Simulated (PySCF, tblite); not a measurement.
# C₅H₁₄AlNS: geometry, infrared bands and NMR shifts

Aim: predict the infrared bands and NMR shifts of C₅H₁₄AlNS (`C[S][AlH][N](C)C(C)C`).

The runs use tblite 0.8.0 and PySCF 2.14.0, with density-fitted response routines of our own; the level of theory stands in each step. All values are computed, except where a source is named. Atoms are numbered from 0 throughout.

**1. The starting structure**

22 atoms, charge 0, multiplicity 1; geometry from: force field or distance geometry start.

Bonds of the start (Å): C0–S1 1.84, S1–Al2 2.29, Al2–N3 1.87, N3–C4 1.42, N3–C5 1.42, C5–C6 1.52, C5–C7 1.53, C0–H8 1.09, C0–H9 1.12, C0–H10 1.10, Al2–H11 1.61, C4–H12 1.11, C4–H13 1.10, C4–H14 1.12, C5–H15 1.12, C6–H16 1.11, C6–H17 1.11, C6–H18 1.12, C7–H19 1.13, C7–H20 1.11, C7–H21 1.10.

**2. Optimising the geometry with GFN2-xTB**

Job settings and geometry (Å):

```
{"job": {"kind": "relax", "xc": "GFN2-xTB", "basis": "xTB"}, "charge": 0, "multiplicity": 1}
C      4.233000     0.829200     0.034200
S      2.557700     1.404400    -0.449400
Al     0.997500     0.368100     0.868900
N     -0.392500    -0.519700    -0.012000
C     -0.212900    -1.901200    -0.290600
C     -1.717800    -0.061800     0.178600
C     -2.547600    -0.287500    -1.074000
C     -1.792400     1.443500     0.469000
H      4.764500     0.430500    -0.833100
H      4.164200     0.000200     0.789500
H      4.777600     1.660400     0.515000
H      1.576500    -0.373700     2.178600
H      0.862900    -2.137500    -0.155600
H     -0.795300    -2.585500     0.339400
H     -0.412300    -2.134800    -1.370100
H     -2.285900    -0.540000     1.022600
H     -2.689000    -1.374900    -1.226500
H     -2.016300     0.087800    -1.976600
H     -3.527700     0.247900    -0.990500
H     -2.585800     1.878600    -0.200800
H     -2.130900     1.633900     1.509300
H     -0.837900     1.951500     0.272200
```

Launch:

```sh
OMP_NUM_THREADS=1 python probes_run.py task.json out
```

This one command runs all jobs of the session in turn.

**Question.** This job is followed by: GFN2-xTB harmonic vibrations, gas phase; GIAO PBE0/pcSseg-1 NMR shielding, non-relativistic, gas phase. What will the session give for the following? strongest single infrared mode (GFN2-xTB); zero-point energy (GFN2-xTB); ¹³C shifts against TMS (PBE0/pcSseg-1, means over atoms taken as alike); ¹H shifts against TMS (PBE0/pcSseg-1, means over atoms taken as alike); ³³S shifts against CS2 (PBE0/pcSseg-1); ²⁷Al shifts against AlH4- (PBE0/pcSseg-1); ¹⁵N shifts against NH3 (PBE0/pcSseg-1).

**Answer**, as computed:

| quantity | value |
| --- | --- |
| strongest single infrared mode (GFN2-xTB) | 1767 cm⁻¹, 317 km/mol |
| zero-point energy (GFN2-xTB) | 113.0 kcal/mol |
| ¹³C shifts against TMS (PBE0/pcSseg-1, means over atoms taken as alike) | 57.2, 38.9, 28.5, 14.8 ppm |
| ¹H shifts against TMS (PBE0/pcSseg-1, means over atoms taken as alike) | 4.53, 2.99, 2.60, 2.33, 1.25 ppm |
| ³³S shifts against CS2 (PBE0/pcSseg-1) | -149 ppm |
| ²⁷Al shifts against AlH4- (PBE0/pcSseg-1) | 131.7 ppm |
| ¹⁵N shifts against NH3 (PBE0/pcSseg-1) | 108.0 ppm |

What this shows: The optimisation took 186 steps and gained 0.950 eV; among the bonded pairs, S1–Al2 changed most, from 2.290 to 2.205 Å. No mode is imaginary among the 60: a minimum at this level. The strongest single mode, at 1767 cm⁻¹, moves mainly H11. GFN2-xTB is a fitted tight-binding method: band positions and strengths are rough. Its intensities can rank the bands wrongly. The most deshielded carbon is C5 (sp3 CH bonded to N), at 57.2 ppm: pulled downfield by the heteroatom. At PBE0/pcSseg-1: The widest tensor belongs to N3: span 153 ppm, with a paramagnetic part of -170 ppm.
